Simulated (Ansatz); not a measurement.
# CH₄BNSi: one species, many methods

The task here is to estimate one member of a computed series from the others.

Method: functionals in def2-TZVPP, the program's frozen cores in correlated methods; program: Ansatz 0.2.0, Gaussian basis.

Levels to be run: LDA (SPW92), PBE-D4, revPBE-D4, BLYP-D4, r2SCAN-D4, B97M-V, PBE0-D4, B3LYP-D4, r2SCANh-D4, r2SCAN0-D4, HSE06-D4, BHLYP-D4, CAM-B3LYP-D4, LC-ωPBE, ωB97X-V, ωB97M-V, B2PLYP, PBE-QIDH; CCSD(T)/def2-SVP; CCSD(T)/def2-TZVPP; MP2/def2-QZVPP; extrapolation to the limit; RPA on PBE.

1 further run of the same task is left out (it didn't finish).

### The geometry

An earlier PBE0-D4 in a triple-zeta def2 set relaxation fixed the geometry.

SMILES `B[SiH2]C#N`, 8 atoms, charge 0, spin multiplicity 1.

Atoms are counted from 1 here; the program's logs count them from 0.

Bond lengths: B1–Si2 2.008 Å, B1–H5 1.192 Å, B1–H6 1.195 Å, Si2–C3 1.852 Å, Si2–H7 1.486 Å, Si2–H8 1.486 Å, C3–N4 1.152 Å. Angles: Si2–B1–H5 123.0°, Si2–B1–H6 118.1°, H5–B1–H6 118.9°, B1–Si2–C3 112.5°, B1–Si2–H7 111.2°, B1–Si2–H8 111.1°, C3–Si2–H7 106.3°, C3–Si2–H8 106.3°, H7–Si2–H8 109.2°, Si2–C3–N4 178.5°.

Set-up of the first run:

File in.yaml:

```yaml
crystal:
  periodic: [false, false, false]
  atoms:
    - {symbol: B, position_ang: [-1.134396, 0.898897, -0.415849]}
    - {symbol: Si, position_ang: [0.277090, -0.110728, 0.594101]}
    - {symbol: C, position_ang: [1.283863, -1.212796, -0.502754]}
    - {symbol: N, position_ang: [1.893968, -1.889178, -1.208158]}
    - {symbol: H, position_ang: [-1.293158, 0.789908, -1.591985]}
    - {symbol: H, position_ang: [-1.843422, 1.640371, 0.196191]}
    - {symbol: H, position_ang: [-0.328588, -0.991151, 1.626647]}
    - {symbol: H, position_ang: [1.236843, 0.817677, 1.246107]}
basis:
  gaussian: {orbitals: def2-TZVPP}
hamiltonian: {xc: lda}
output: {orbitals: {seedname: orbitals}}
```

Run with:

```
ansatz run in.yaml --threads 2 --pin off --events-out ev --progress --plain --max-ram 4352MiB
```

Among the steps run: LDA; PBE-D4 (GGA); revPBE-D4 (GGA); BLYP-D4 (GGA); r2SCAN-D4 (meta-GGA); B97M-V (meta-GGA); PBE0-D4 (hybrid); B3LYP-D4 (hybrid); r2SCANh-D4 (hybrid); r2SCAN0-D4 (hybrid); HSE06-D4 (hybrid); BHLYP-D4 (hybrid); CAM-B3LYP-D4 (range-separated); LC-ωPBE (range-separated); ωB97X-V (range-separated); ωB97M-V (range-separated); B2PLYP (double hybrid); PBE-QIDH (double hybrid).

One table of the session follows, with a row left open; its other results are not shown here.

| functional | HOMO (eV) | LUMO (eV) | gap (eV) |
| --- | --- | --- | --- |
| LDA (SPW92) | ? | ? | ? |
| PBE-D4 | -7.77 | -4.12 | 3.65 |
| revPBE-D4 | -7.73 | -4.01 | 3.72 |
| BLYP-D4 | -7.65 | -3.95 | 3.70 |
| r2SCAN-D4 | -8.04 | -3.78 | 4.26 |
| B97M-V | -8.09 | -3.92 | 4.17 |
| PBE0-D4 | -9.01 | -3.10 | 5.90 |
| B3LYP-D4 | -8.80 | -3.31 | 5.50 |
| r2SCANh-D4 | -8.50 | -3.43 | 5.07 |
| r2SCAN0-D4 | -9.18 | -2.91 | 6.27 |
| HSE06-D4 | -8.61 | -3.49 | 5.12 |
| BHLYP-D4 | -10.16 | -2.02 | 8.14 |
| CAM-B3LYP-D4 | -10.38 | -1.96 | 8.42 |
| LC-ωPBE | -11.75 | -0.74 | 11.01 |
| ωB97X-V | -11.36 | -0.85 | 10.52 |
| ωB97M-V | -11.17 | -1.11 | 10.06 |

**Question.** Estimate the row for LDA (SPW92).

The run gave: HOMO (eV): -7.88; LUMO (eV): -4.41; gap (eV): 3.47. In the column «HOMO (eV)» it lies between r2SCAN-D4 (-8.04) and PBE-D4 (-7.77).
